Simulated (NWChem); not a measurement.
# GeH4 (SMILES [GeH4]) at B3LYP/def2-TZVPP

What is the vertical ionisation energy of GeH4 at B3LYP/def2-TZVPP? 

The results are computed with NWChem 7.3.0.

2 further runs of the same task are left out: 2 set aside as unsound or not needed.

**1. The system as given**

GeH4: 5 atoms, total charge 0, spin state singlet. As SMILES, `[GeH4]`. Geometry: relaxed at PBE0-D4/def2-TZVP.

Bond lengths: Ge1–H2 1.534 Å, Ge1–H3 1.534 Å, Ge1–H4 1.534 Å, Ge1–H5 1.534 Å. Angles: H2–Ge1–H3 109.5°, H2–Ge1–H4 109.5°, H2–Ge1–H5 109.5°, H3–Ge1–H4 109.5°, H3–Ge1–H5 109.5°, H4–Ge1–H5 109.5°.

**2. A single-point energy at B3LYP/def2-TZVPP**

File test.nw:

```
start test
title "GeH4"
memory stack 880 mb heap 220 mb global 1100 mb
charge 0

geometry noautosym nocenter noautoz
   Ge       0.000100       0.000100       0.000000
   H        1.148100      -0.756300       0.680600
   H       -1.238800      -0.030000       0.904200
   H       -0.329200      -0.669100      -1.340600
   H        0.419800       1.455400      -0.244100
end

basis spherical bse
   * library def2-TZVPP
end

dft
   xc b3lyp
   grid fine
   convergence energy 1e-08
   maxiter 100
   mulliken
   noprint "final vectors analysis"
end

task dft energy
```

Run with:

```
$ nwchem test.nw > test.out
```

The log of the run, cut to the lines that bear on the results:

```text
[...]
          Wavefunction type:  closed shell.
          No. of atoms     :     5
          No. of electrons :    36
[...]
          Charge           :     0
          Spin multiplicity:     1
[...]
          AO basis - number of functions:   104
[...]
              XC Information
              --------------
                         B3LYP Method XC Potential
                     Hartree-Fock (Exact) Exchange  0.200
                        Slater Exchange Functional  0.800 local
                    Becke 1988 Exchange Functional  0.720 non-local
              Lee-Yang-Parr Correlation Functional  0.810
                  VWN I RPA Correlation Functional  0.190 local
[...]
 d= 0,ls=0.0,diis     1  -2079.4245864415 -2.12D+03  3.14D-03  4.17D-01     3.1
[...]
 d= 0,ls=0.0,diis     7  -2079.4428245544 -8.10D-10  4.78D-08  4.09D-12    15.8
         Total DFT energy =    -2079.442824554423
      One electron energy =    -2987.352311478395
           Coulomb energy =      943.038473194157
    Exchange-Corr. energy =      -80.549413759910
 Nuclear repulsion energy =       45.420427489725
[...]
      Total Density - Mulliken Population Analysis
     ---------------------------------------------
    Atom       Charge   Shell Charges
 -----------   ------   -------------------------------------------------------
    1 Ge  32    31.97   2.00  2.00  1.17  0.78  0.91  0.50  5.98  4.46  1.53  1.56  0.91  8.83  1.10  0.12  0.09  0.02
    2 H    1     1.01   0.24  0.52  0.24  0.00  0.01  0.00
    3 H    1     1.01   0.24  0.52  0.24  0.00  0.01  0.00
    4 H    1     1.01   0.24  0.52  0.24  0.00  0.01  0.00
    5 H    1     1.01   0.24  0.52  0.24  0.00  0.01  0.00
[...]
```

Wall time 17 s (1 thread of Intel Xeon 6975P-C (Granite Rapids), shared host); peak memory 0.12 GiB.

**3. The doublet cation at the same level**

File geh4.nw:

```
start geh4
memory stack 880 mb heap 220 mb global 1100 mb
charge 1
geometry units bohr noautosym nocenter noautoz
   Ge     0.00018897     0.00018897     0.00000000
   H      2.16959456    -1.42919987     1.28614760
   H     -2.34099272    -0.05669178     1.70869036
   H     -0.62209784    -1.26441575    -2.53336684
   H      0.79330703     2.75030740    -0.46128215
end
basis spherical bse
   * library def2-TZVPP
end
dft
   xc b3lyp
   mult 2
   grid fine
   convergence energy 1e-08
   iterations 100
   mulliken
   print low
end
task dft energy
```

Run with:

```
$ nwchem geh4.nw > geh4.out
```

The log of the run, cut to the lines that bear on the results:

```text
[...]
 d= 0,ls=0.0,diis     1  -2078.3720819835 -2.12D+03  1.15D-02  4.87D+00     3.8
[...]
 d= 0,ls=0.5,diis    56  -2078.9942119818  6.48D-10  6.84D-07  5.99D-08   157.1
[...]
         Total DFT energy =    -2078.994211984457
      One electron energy =    -2976.452666296122
           Coulomb energy =      932.271093300810
    Exchange-Corr. energy =      -80.233063242437
 Nuclear repulsion energy =       45.420424253291
[...]
      Total Density - Mulliken Population Analysis
     ---------------------------------------------
    Atom       Charge   Shell Charges
 -----------   ------   -------------------------------------------------------
    1 Ge  32    31.71   2.00  2.00  1.18  0.78  0.99  0.48  5.98  4.46  1.54  1.47  0.70  8.83  1.10  0.10  0.08  0.02
    2 H    1     0.82   0.22  0.49  0.10  0.00  0.01  0.00
    3 H    1     0.82   0.22  0.49  0.10  0.00  0.01  0.00
    4 H    1     0.82   0.22  0.49  0.10  0.00  0.01  0.00
    5 H    1     0.82   0.22  0.49  0.10  0.00  0.01  0.00
[...]
      <S2> =      0.7594 (Exact =     0.7500)
[...]
```

Run time: 2.7 min. Hardware: 1 thread of Intel Xeon 6975P-C (Granite Rapids), shared host; peak memory 0.12 GiB.

**4. Outcome**

At B3LYP/def2-TZVPP:

| quantity | value |
| --- | --- |
| singlet GeH4: total energy | -2079.44282 Eh |
| singlet GeH4: dipole moment | 0.00 D |
| doublet cation: total energy | -2078.99421 Eh |
| doublet cation: ⟨S²⟩ | 0.759 |
| vertical ionisation energy (to the doublet cation) | 12.207 eV |

What this shows: Removing an electron at fixed nuclei costs 12.21 eV (282 kcal/mol).
